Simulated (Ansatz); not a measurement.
# YCo2B2: the cost of one run

Program: Ansatz 0.2.0. Level of theory: reference: DFT LDA, plane waves, PAW, scalar-relativistic, no spin polarisation. These are calculated values, not measurements.

### Step 1. The starting structure

Symmetry: I4/mmm, No. 139, tetragonal system. Conventional cell: a = 3.603 Å, b = 3.603 Å, c = 9.434 Å, α = 90.00°, β = 90.00°, γ = 90.00°. Around Co (site symmetry -4m2) lie 4 B at 2.17 Å. B (site symmetry 4mm) has 4 Co at 2.17 Å and 4 Y at 2.80 Å as nearest neighbours. Y (site symmetry 4/mmm) has 8 B at 2.80 Å and 8 Co at 2.97 Å as nearest neighbours.

As a file:

```xyz
5
Lattice="-1.8013 1.8013 4.7170 1.8013 -1.8013 4.7170 1.8013 1.8013 -4.7170" Properties=species:S:1:pos:R:3 pbc="T T T"
Co    0.0000    1.8013    2.3585
Co    1.8013    0.0000    2.3585
B     0.0000    0.0000    3.5660
B     0.0000    0.0000    5.8679
Y     0.0000    0.0000    0.0000
```

### Step 2. Baseline

Input file input.yaml:

```yaml
crystal:
  lattice:
    - [-1.8013437, 1.8013437, 4.71696232]
    - [1.8013437, -1.8013437, 4.71696232]
    - [1.8013437, 1.8013437, -4.71696232]
  atoms:
    - { symbol: Co, position: [0.75, 0.25, 0.5] }
    - { symbol: Co, position: [0.25, 0.75, 0.5] }
    - { symbol: B, position: [0.378, 0.378, 0.0] }
    - { symbol: B, position: [0.622, 0.622, 0.0] }
    - { symbol: "Y", position: [0.0, 0.0, 0.0] }
  symmetry: { tolerance: 0.0003 }
kpoints:
  mp_grid: { grid: [7, 7, 7], shift: [0, 0, 0] }
magnetization:
  spin_polarized: false
scf:
  occupations: { method: fermi_dirac, width: 0.1086 }
hamiltonian:
  pseudopotentials: { kind: paw }
  xc: lda
basis:
  ecutwfc: 420
output:
  forces: true
  stress: true
  eigenvalues: true
  write_density: true
  write_potential: true
  elf: true
  volumetric_format: npy
```

On the command line:

```console
$ ansatz run input.yaml --threads 1 --pin off --max-ram 2560MiB --backend cpu --events-out ev --progress --plain --runs-dir out
```

**Question.** How long does this run take on 1 thread of Arm Neoverse V2, shared host, and how much memory does it need?

About 5.1 s, with a peak of 0.37 GiB.
